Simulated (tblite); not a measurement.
# C5H12BNO3: the cost of one run

The runs use tblite 0.8.0 and PySCF 2.14.0, with density-fitted response routines of our own; the level of theory stands in each step. All values are computed, except where a source is named. Atoms count from 0, in the outputs and in this text.

## Step 1: The starting structure

22 atoms, charge 0, multiplicity 1; geometry from: force field or distance geometry start.

Bonds of the start (Å): C0–O1 1.36, O1–B2 1.43, B2–O3 1.47, O3–C4 1.39, B2–C5 1.59, C5–C6 1.52, C5–C7 1.50, C7–N8 1.42, C7–O9 1.27, C0–H10 1.12, C0–H11 1.12, C0–H12 1.14, C4–H13 1.11, C4–H14 1.11, C4–H15 1.11, C5–H16 1.11, C6–H17 1.10, C6–H18 1.11, C6–H19 1.10, N8–H20 1.03, N8–H21 1.05.

## Step 2: Optimising the geometry with GFN2-xTB

What the job is given:

```
{"job": {"kind": "relax", "xc": "GFN2-xTB", "basis": "xTB"}, "charge": 0, "multiplicity": 1}
C     -1.831200    -1.303300     1.068300
O     -0.672700    -0.591800     0.977500
B     -0.435000     0.101900    -0.253900
O     -1.474200     0.689900    -1.108100
C     -1.890200     1.928900    -0.621700
C      1.052900     0.166600    -0.818500
C      1.407900    -1.269000    -1.184300
C      1.993000     0.693400     0.225100
N      2.127600     0.094400     1.503100
O      2.680800     1.714000    -0.069500
H     -2.005700    -2.026700     0.228800
H     -2.740000    -0.653100     1.194400
H     -1.791500    -1.930200     2.014400
H     -2.145800     1.839600     0.451300
H     -1.147300     2.716400    -0.846400
H     -2.836200     2.166700    -1.151700
H      1.102000     0.755200    -1.754300
H      1.762800    -1.820100    -0.300200
H      0.447700    -1.727900    -1.505800
H      2.114500    -1.283100    -2.026300
H      3.032700    -0.105500     1.962100
H      1.237600    -0.136800     2.015000
```

Run with:

```sh
$ OMP_NUM_THREADS=1 python probes_run.py task.json out
```

One launch serves the whole session: the jobs run in the order shown.

**Question.** How long does this first job take on 1 thread of Arm Neoverse V1, shared host?

About 1.4 s.
